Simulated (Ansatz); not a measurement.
**CH₄GeOSe: a ladder of functionals and wavefunction methods**

The task here is to estimate one member of a computed series from the others.

Program: Ansatz 0.2.0, Gaussian basis. Level of theory: functionals in def2-TZVPP, the program's frozen cores in correlated methods. These are calculated values, not measurements.

Levels to be run: PBE-D4, r2SCAN-D4, PBE0-D4, B3LYP-D4, ωB97X-V, ωB97M-V, B2PLYP; CCSD(T)/def2-TZVPP; MP2/def2-QZVPP; extrapolation to the limit.

### The relaxed structure

All runs share one geometry, relaxed beforehand with PBE0-D4 in a triple-zeta def2 set.

SMILES `O=C[Se][GeH3]`, 8 atoms, charge 0, spin multiplicity 1.

Atoms are counted from 1 here; the program's logs count them from 0.

Bond lengths: O1–C2 1.194 Å, C2–Se3 1.921 Å, C2–H5 1.105 Å, Se3–Ge4 2.371 Å, Ge4–H6 1.530 Å, Ge4–H7 1.530 Å, Ge4–H8 1.534 Å. Angles: O1–C2–Se3 125.2°, O1–C2–H5 123.3°, Se3–C2–H5 111.5°, C2–Se3–Ge4 93.4°, Se3–Ge4–H6 109.0°, Se3–Ge4–H7 109.0°, Se3–Ge4–H8 104.0°, H6–Ge4–H7 112.1°, H6–Ge4–H8 111.2°, H7–Ge4–H8 111.2°.

Geometry (Å):

```mol
CH4GeOSe
  3D, bonds by distance, orders not assigned

  8  7  0  0  0  0  0  0  0  0999 V2000
    0.4053    1.6924   -0.7149 O   0  0
   -0.7136    1.3299   -0.9230 C   0  0
   -1.4601   -0.3444   -0.3503 Se  0  0
    0.5494   -1.0445    0.6951 Ge  0  0
   -1.4528    1.9334   -1.4791 H   0  0
    0.9014   -0.0582    1.8107 H   0  0
    1.6542   -1.1381   -0.3594 H   0  0
    0.2083   -2.4278    1.2651 H   0  0
  1  2  8  0
  2  3  8  0
  3  4  8  0
  2  5  8  0
  4  6  8  0
  4  7  8  0
  4  8  8  0
M  END
```

The first run:

in.yaml reads:

```yaml
crystal:
  periodic: [false, false, false]
  atoms:
    - {symbol: O, position_ang: [0.405288, 1.692414, -0.714854]}
    - {symbol: C, position_ang: [-0.713632, 1.329902, -0.922963]}
    - {symbol: Se, position_ang: [-1.460082, -0.344401, -0.350303]}
    - {symbol: Ge, position_ang: [0.549394, -1.044521, 0.695117]}
    - {symbol: H, position_ang: [-1.452800, 1.933445, -1.479141]}
    - {symbol: H, position_ang: [0.901358, -0.058155, 1.810680]}
    - {symbol: H, position_ang: [1.654209, -1.138114, -0.359366]}
    - {symbol: H, position_ang: [0.208265, -2.427770, 1.265129]}
basis:
  gaussian: {orbitals: def2-TZVPP}
hamiltonian: {xc: pbe, dispersion: d4}
output: {forces: true, orbitals: {seedname: orbitals}}
```

Launch:

```bash
$ ansatz run in.yaml --threads 4 --pin off --events-out ev --progress --plain --max-ram 10444MiB
```

Among the steps run: PBE-D4 (GGA); r2SCAN-D4 (meta-GGA); PBE0-D4 (hybrid); B3LYP-D4 (hybrid); ωB97X-V (range-separated); ωB97M-V (range-separated); B2PLYP (double hybrid); CCSD(T) in def2-TZVPP; MP2 in def2-QZVPP.

One of the session's tables, all rows but one given; the rest of the session is left out.

It belongs to the step «Atomisation energies». 

```
            method  atomisation energy (eV)
            PBE-D4                   27.799
         r2SCAN-D4                   27.296
           PBE0-D4                   26.981
          B3LYP-D4                   26.953
           ωB97X-V                   27.154
           ωB97M-V                   26.873
            B2PLYP                   26.685
     HF/def2-TZVPP                   18.196
    MP2/def2-TZVPP                        ?
   CCSD/def2-TZVPP                   25.819
CCSD(T)/def2-TZVPP                   26.424
           MP2/CBS                   27.576
       CCSD(T)/CBS                   27.135
```

**Question.** Estimate the row for MP2/def2-TZVPP.

The run gave: atomisation energy (eV): 26.866. In the column «atomisation energy (eV)» it lies between B2PLYP (26.685) and ωB97M-V (26.873).

To keep in mind: Free atoms (1 O, 1 C, 1 Se, 1 Ge, 4 H) were run apart at each level; the atomisation energy is their sum less the molecule, without zero-point or spin-orbit terms.
